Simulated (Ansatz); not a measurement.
# TaN: stiffness from strained cells

How stiff is the crystal, and how unevenly? Runs: cell and atoms relaxed (PAW); reference run (PAW).

Program: Ansatz 0.2.0. Level of theory: DFT PBEsol, frozen-core PAW, scalar-relativistic unless said. These are calculated values, not measurements.

2 further runs of the same task are left out: 2 that didn't finish.

## (1) The structure to begin with

Symmetry: P-6m2, No. 187, hexagonal system. The conventional cell has a = 2.938 Å, b = 2.938 Å, c = 2.883 Å, α = 90.00°, β = 90.00°, γ = 120.00°. Around Ta (site symmetry -6m2) lie 6 N at 2.23 Å. N (site symmetry -6m2) is surrounded by 6 Ta at 2.23 Å.

Structure file:

```cif
data_structure
_symmetry_space_group_name_H-M 'P 1'
_symmetry_Int_Tables_number 1
_cell_length_a 2.9380
_cell_length_b 2.9380
_cell_length_c 2.8830
_cell_angle_alpha 90.000
_cell_angle_beta 90.000
_cell_angle_gamma 120.000
_cell_volume 21.55
loop_
_atom_site_label
_atom_site_type_symbol
_atom_site_fract_x
_atom_site_fract_y
_atom_site_fract_z
_atom_site_occupancy
Ta1 Ta 0.00000 0.00000 0.50000 1
N1 N 0.66667 0.33333 0.00000 1
```

Cartesian axes are those of the input's lattice vectors. The structure goes back to a database entry.

## (2) Cell and atoms relaxed, PAW

Input file input.yaml:

```yaml
crystal:
  lattice:
    - [2.93799999999, 0.0, 0.0]
    - [-1.469, 2.54438263631, 0.0]
    - [0.0, 0.0, 2.883]
  atoms:
    - { symbol: Ta, position: [0.0, 0.0, 0.5] }
    - { symbol: "N", position: [0.666666666667, 0.333333333333, 0.0] }
kpoints:
  mp_grid: { grid: [18, 18, 16] }
scf:
  occupations: { method: fermi_dirac, width: 0.05 }
hamiltonian:
  xc: pbesol
  pseudopotentials: { kind: paw }
relax:
  f_tol: 0.002
  max_steps: 80
  cell: {}
output:
  forces: true
  stress: true
  write_density: true
  write_potential: true
  elf: true
  volumetric_format: npy
```

Command:

```bash
$ ansatz run input.yaml --threads 1 --pin off --max-ram 2560MiB --backend cpu --events-out ev --progress --plain --runs-dir out
```

## (4) Reference run, PAW

Input file input.yaml:

```yaml
crystal:
  lattice:
    - [2.92396494215, 0.0, 0.0]
    - [-1.46198247108, 2.53222791967, 0.0]
    - [0.0, 0.0, 2.87077647623]
  atoms:
    - { symbol: Ta, position: [0.0, 0.0, 0.5] }
    - { symbol: "N", position: [0.666666666667, 0.333333333333, 0.0] }
kpoints:
  mp_grid: { grid: [18, 18, 16] }
scf:
  occupations: { method: fermi_dirac, width: 0.05 }
hamiltonian:
  xc: pbesol
  pseudopotentials: { kind: paw }
elastic:
  mode: relaxed_ion
  stencil: four_point
  amplitude: 0.008
```

(Steps that only read results are left out.)

**Question.** What will these runs give? Wanted: C11; C12; C13; C33; C44; bulk, shear and Young's modulus; Debye temperature from sound speeds; universal anisotropy index.

**Answer**, as computed:

| quantity | value |
| --- | --- |
| C11 (PAW) | 669 GPa |
| C12 (PAW) | 221 GPa |
| C13 (PAW) | 159 GPa |
| C33 (PAW) | 858 GPa |
| C44 (PAW) | 256 GPa |
| bulk, shear and Young's modulus | 363, 255, 619 GPa |
| Debye temperature from sound speeds | 611 K |
| universal anisotropy index | 0.11 |

**Reading.** All eigenvalues are positive, so the crystal is mechanically stable; by PAW K = 363 and G = 255 GPa, K/G = 1.43, on the brittle side of Pugh's rough line at 1.75, which was drawn for metals. Young's modulus runs from 581 to 801 GPa with direction. Cautions: frozen-core PAW files fitted under PBE, their cores solved anew for the functional of the run; responses of metals move with mesh and smearing; no spin-orbit coupling on heavy atoms.
